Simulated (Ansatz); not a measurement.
# H2MgOSe (SMILES [OH][Mg][SeH]): one structure at several levels

One table from this session's results is given with a row withheld; the runs are named, their logs left out.

Computed with Ansatz 0.2.0, Gaussian basis. Level: single points in def2-TZVPP.

Correlated methods freeze the cores. Filled d shells of the heavier atoms are correlated. The outer core shell of Li, Na, Mg and K is correlated.

**The starting structure**

SMILES `[OH][Mg][SeH]`, 5 atoms, charge 0, spin multiplicity 1.

Atoms are counted from 1 here; the program's logs count them from 0.

Bond lengths: O1–Mg2 1.766 Å, O1–H4 0.973 Å, Mg2–Se3 2.319 Å, Se3–H5 1.604 Å. Angles: Mg2–O1–H4 167.6°, O1–Mg2–Se3 162.9°, Mg2–Se3–H5 89.1°.

Geometry (Å):

```mol
H2MgOSe
  3D, bonds by distance, orders not assigned

  5  4  0  0  0  0  0  0  0  0999 V2000
   -1.7308   -0.1976   -0.4652 O   0  0
   -0.0670    0.0188    0.0874 Mg  0  0
    1.9311    0.9662    0.7856 Se  0  0
   -2.6614   -0.1096   -0.7360 H   0  0
    2.6062   -0.4885    0.7398 H   0  0
  1  2  8  0
  1  4  8  0
  2  3  8  0
  3  5  8  0
M  END
```

Set-up of the first run:

run/in.yaml

```yaml
crystal:
  periodic: [false, false, false]
  atoms:
    - {symbol: O, position_ang: [-1.730800, -0.197600, -0.465200]}
    - {symbol: Mg, position_ang: [-0.067000, 0.018800, 0.087400]}
    - {symbol: Se, position_ang: [1.931100, 0.966200, 0.785600]}
    - {symbol: H, position_ang: [-2.661400, -0.109600, -0.736000]}
    - {symbol: H, position_ang: [2.606200, -0.488500, 0.739800]}
basis:
  gaussian: {orbitals: def2-TZVPP}
correlation: {method: ccsd_t}
output: {forces: true}
```

The command line of these runs was not kept.

Among the steps run: CCSD(T)/def2-TZVPP; PBE0-D4/def2-TZVPP; wB97M-V/def2-TZVPP; r2SCAN-D4/def2-TZVPP; PBE-D4/def2-TZVPP; CAM-B3LYP-D4/def2-TZVPP; BLYP-D4/def2-TZVPP.

One table of the session follows, with a row left open; its other results are not shown here.

```
      method  RMS force component (eV/Å)  angle to CCSD(T) forces (°)  dipole (D)
     CCSD(T)                       1.017                    reference        1.63
     PBE0-D4                       1.013                          2.0        1.53
     wB97M-V                       1.017                          3.8        1.58
   r2SCAN-D4                       0.985                          1.3        1.59
      PBE-D4                       0.852                          6.4        1.38
CAM-B3LYP-D4                       1.004                          4.0        1.58
     BLYP-D4                           ?                            ?           ?
```

Q: Estimate the row for BLYP-D4 from the others.

The run gave: RMS force component (eV/Å): 0.826; angle to CCSD(T) forces (°): 8.2; dipole (D): 1.33. In the column «RMS force component (eV/Å)» it is the lowest.
